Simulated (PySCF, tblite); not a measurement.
**C7H9BBrCl: geometry, infrared bands and NMR shifts**

Aim: predict the infrared bands and NMR shifts of C7H9BBrCl (`ClB(Br)C#CCCC1CC1`).

Programs: tblite 0.8.0 and PySCF 2.14.0, with density-fitted response routines of our own. Each step states its level of theory. These are calculated values for one molecule in the gas phase, unless marked as measured. Atoms are numbered from 0 throughout.

## 1. The starting structure

19 atoms, charge 0, multiplicity 1; geometry from: force field or distance geometry start.

Bonds of the start (Å): Cl0–B1 1.86, B1–Br2 1.99, B1–C3 1.53, C3–C4 1.20, C4–C5 1.47, C5–C6 1.53, C6–C7 1.53, C7–C8 1.52, C8–C9 1.51, C9–C7 1.51, C5–H10 1.11, C5–H11 1.11, C6–H12 1.13, C6–H13 1.11, C7–H14 1.11, C8–H15 1.11, C8–H16 1.11, C9–H17 1.11, C9–H18 1.11.

## 2. Geometry optimisation with GFN2-xTB

The job: settings as JSON, then the geometry in Å.

```
{"job": {"kind": "relax", "xc": "GFN2-xTB", "basis": "xTB"}, "charge": 0, "multiplicity": 1}
Cl     5.170000    -0.347000     1.107300
B      3.527400     0.478900     0.831100
Br     3.232700     2.325700     1.522300
C      2.357000    -0.321600     0.264700
C      1.424100    -0.952000    -0.162600
C      0.273500    -1.694000    -0.709400
C     -1.041800    -1.137900    -0.167300
C     -1.313000     0.279800    -0.689400
C     -2.365500     1.045700     0.088300
C     -0.906200     1.420500     0.220600
H      0.375600    -2.760600    -0.412000
H      0.287500    -1.640700    -1.814600
H     -1.038800    -1.175500     0.959400
H     -1.862100    -1.802700    -0.510900
H     -1.309600     0.489600    -1.783500
H     -2.965300     1.766900    -0.507900
H     -2.785700     0.548100     0.989000
H     -0.623500     2.347000    -0.320500
H     -0.445900     1.139200     1.194000
```

Run with:

```console
$ OMP_NUM_THREADS=1 python probes_run.py task.json out
```

The driver reads the jobs from task.json and runs them one after another.

**Question.** This job is followed by: GFN2-xTB harmonic vibrations, gas phase; GIAO PBE0/pcSseg-1 NMR shielding, non-relativistic, gas phase. Predict these results of the whole session: strongest single infrared mode (GFN2-xTB); zero-point energy (GFN2-xTB); 13C shifts against TMS (PBE0/pcSseg-1, means over atoms taken as alike); 1H shifts against TMS (PBE0/pcSseg-1, means over atoms taken as alike); 35Cl shifts against HCl (PBE0/pcSseg-1); 11B shifts against BF3·OEt2 (PBE0/pcSseg-1); 79Br shifts against HBr (PBE0/pcSseg-1); surface potential, 1st and 99th percentile.

The runs gave:

| quantity | value |
| --- | --- |
| strongest single infrared mode (GFN2-xTB) | 2296 cm⁻¹, 449 km/mol |
| zero-point energy (GFN2-xTB) | 89.2 kcal/mol |
| 13C shifts against TMS (PBE0/pcSseg-1, means over atoms taken as alike) | 136.6, 95.7, 36.7, 24.7, 13.9, 7.4 ppm |
| 1H shifts against TMS (PBE0/pcSseg-1, means over atoms taken as alike) | 2.75, 1.42, 0.69, 0.55, 0.43 ppm |
| 35Cl shifts against HCl (PBE0/pcSseg-1) | 304 ppm |
| 11B shifts against BF3·OEt2 (PBE0/pcSseg-1) | 46.8 ppm |
| 79Br shifts against HBr (PBE0/pcSseg-1) | 565 ppm |
| surface potential, 1st and 99th percentile | -0.59 V and 1.07 V |

What this shows: Relaxing lowered the energy by 0.600 eV in 68 steps; the close pair that moved most is Cl0–B1, from 1.859 to 1.725 Å. No mode is imaginary among the 51: a minimum at this level. The strongest single mode, at 2296 cm⁻¹, moves mainly C4 and C3. Unscaled tight-binding wavenumbers are off by several per cent, some by more. Its intensities can rank the bands wrongly. At PBE0/pcSseg-1: Shielding is most anisotropic at Br2 (span 1085 ppm, paramagnetic term -1068 ppm). At PBE0/pcSseg-1, counted by nearest atom on the grid, the HOMO lies on C3, C4 about 28 % each; Br2 12 %, the LUMO on B1 45 %; C4 21 %. Spin-orbit coupling is left out, which matters for shieldings and couplings at and beside the heavy atoms.
